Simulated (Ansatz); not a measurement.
**GaBGeH (doublet): wave-function methods side by side at a displaced geometry (v2), cc-pVDZ**

An exercise on one series of results from a longer session: the logs are not shown, and one member is left open.

Program: Ansatz 0.2.0, Gaussian basis. Level of theory: cc-pVDZ, core rule «outside noble gas», up to 29 orbitals frozen. These are calculated values, not measurements.

The runs, in order: UHF; CCSD(T) on ROHF; CCSD(T) on UHF; BCCD(T) on ROHF; CISD; CCSDT(Q) on ROHF; CCSDT(Q) on UHF; CASSCF and MRCISD+Q, 9 electrons in 9 orbitals; CASSCF and NEVPT2, 9 electrons in 9 orbitals.

37 further runs of the same task are left out: 1 for a known fault of the program, 2 for a mislabelled method, 17 that didn't finish, 17 set aside as unsound or not needed.

### What is computed

The geometry is a PBE0/def2-TZVP stationary point (not a proven minimum) with its atoms shifted at random (size 0.100 Å). No spin-orbit coupling is included. The filled d shell of Ge, Ga may be among the frozen orbitals whatever the setting's name suggests; the logs give the count.

4 atoms, charge 0, spin multiplicity 2.

Atoms are counted from 1 here; the program's logs count them from 0.

Bond lengths: B1–Ge2 1.915 Å, B1–Ga3 1.972 Å, Ge2–Ga3 2.543 Å, Ga3–H4 1.518 Å. Angles: Ge2–B1–Ga3 81.7°, B1–Ge2–Ga3 50.1°, B1–Ga3–Ge2 48.2°, B1–Ga3–H4 157.6°, Ge2–Ga3–H4 153.7°.

The first run:

The input, in.yaml:

```yaml
crystal:
  periodic: [false, false, false]
  atoms:
    - {symbol: B, position_ang: [0.117621, -1.363033, 0.089837]}
    - {symbol: Ge, position_ang: [-0.047254, 0.146730, 1.255789]}
    - {symbol: Ga, position_ang: [0.029367, 0.048819, -1.283702]}
    - {symbol: H, position_ang: [0.112475, 0.668129, -2.667008]}
basis:
  gaussian: {orbitals: cc-pVDZ}
magnetization: {spin_polarized: true, initial_magnetization: 1}
hamiltonian: {xc: hf}
output: {orbitals: {seedname: orbitals}}
```

Command:

```sh
ansatz run in.yaml --threads 1 --pin off --events-out ev --progress --plain --max-ram 2393MiB
```

Among the steps run: UHF; CCSD(T) on ROHF; CCSD(T) on UHF; BCCD(T) on ROHF; CISD; CCSDT(Q) on ROHF; CCSDT(Q) on UHF; CASSCF and MRCISD+Q, 9 electrons in 9 orbitals; CASSCF and NEVPT2, 9 electrons in 9 orbitals.

One of the session's tables, all rows but one given; the rest of the session is left out.

| method | from RCCSDT(Q) (kcal/mol) |
| --- | --- |
| ROHF | ? |
| UHF | +162.04 |
| RMP2 | +26.96 |
| UMP2 | +35.46 |
| RCCSD | +12.70 |
| UCCSD | +12.80 |
| RCCSD(T) | +1.84 |
| UCCSD(T) | +2.60 |
| BCCD(T) | +1.70 |
| RCCSDT | +1.09 |
| UCCSDT | +1.07 |
| RCCSDT(Q) | 0 |
| UCCSDT(Q) | -0.13 |
| CASSCF frontier | +107.21 |
| NEVPT2 frontier | +26.32 |
| MRCISD frontier | +11.45 |
| MRCISD+Q frontier | +1.24 |

**Question.** Estimate the row for ROHF.

As computed: from RCCSDT(Q) (kcal/mol): +168.44. In the column «from RCCSDT(Q) (kcal/mol)» it is the highest.

Not comparable, so not listed: CISD (they don't share determinant, frozen orbitals or solution with the rows shown, or repeat one).

Caveats from the session: Restricted and unrestricted rows rest on different reference determinants; where their highest levels disagree by more than a few hundredths of an eV, they describe different states and don't form one ladder.
